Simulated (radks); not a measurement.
# Valence configurations of In

The task here is to estimate one member of a computed series from the others.

Method: Dirac Kohn-Sham, LDA (Slater exchange, Perdew-Wang correlation), spin-unpolarised, spherical densities, finite nucleus; open shells are shared between the two j in proportion to 2j + 1. Code: radks (a radial shooting solver on a logarithmic mesh, Libxc functionals) version 1.

## The atom as given

```
element            : indium (Z = 49)
charge             : 0
electrons          : 49
configuration      : [Kr] 4d10 5s2 5p1
nuclear rms radius : 4.6156 fm
others tried       : 4d9 5s2 5p2; 4d10 5p3; 4d10 5s1 5p2; 4d8 5s2 5p3; 4d9.5 5p3.5; 4d9.5 5s1 5p2.5; 4d9 5s1.5 5p2.5; 4d10 5s0.5 5p2.5; 4d8 5s1.5 5p3.5
```

Outer shells as boxes (Hund's rule):

In
```
[Kr] core
4d [↑↓][↑↓][↑↓][↑↓][↑↓]
5s [↑↓]
5p [↑ ][  ][  ]
```

Set-up of the first run:

Input:

```text
Z 49
configuration [Kr] 4d10 5s2 5p1
relativity Dirac
functional lda,pw
spin unpolarised
j_filling average
nucleus finite rms 4.6156 fm
c 137.035999084
```

Steps of the session up to this table: [Kr] 4d10 5s2 5p1.

One table of the session follows, with a row left open; its other results are not shown here.

It belongs to the step «[Kr] 4d10 5s2 5p1». From the orbitals of this run (lengths in bohr):

| level | <r> | outermost maximum (interpolated) | 90 % within | nodes |
| --- | --- | --- | --- | --- |
| 4s1/2 | 0.8476 | 0.769 | 1.23 | 3 |
| 4p1/2 | ? | ? | ? | ? |
| 4p3/2 | 0.9317 | 0.823 | 1.38 | 2 |
| 4d3/2 | 1.175 | 0.925 | 1.85 | 1 |
| 4d5/2 | 1.193 | 0.936 | 1.88 | 1 |
| 5s1/2 | 2.594 | 2.14 | 3.89 | 4 |
| 5p1/2 | 3.553 | 2.74 | 5.55 | 3 |
| 5p3/2 | 3.735 | 2.88 | 5.84 | 3 |

Estimate the missing values for 4p1/2.

The run gave: <r>: 0.9006; outermost maximum (interpolated): 0.798; 90 % within: 1.33; nodes: 2. In the column «<r>» it lies between 4s1/2 (0.8476) and 4p3/2 (0.9317).
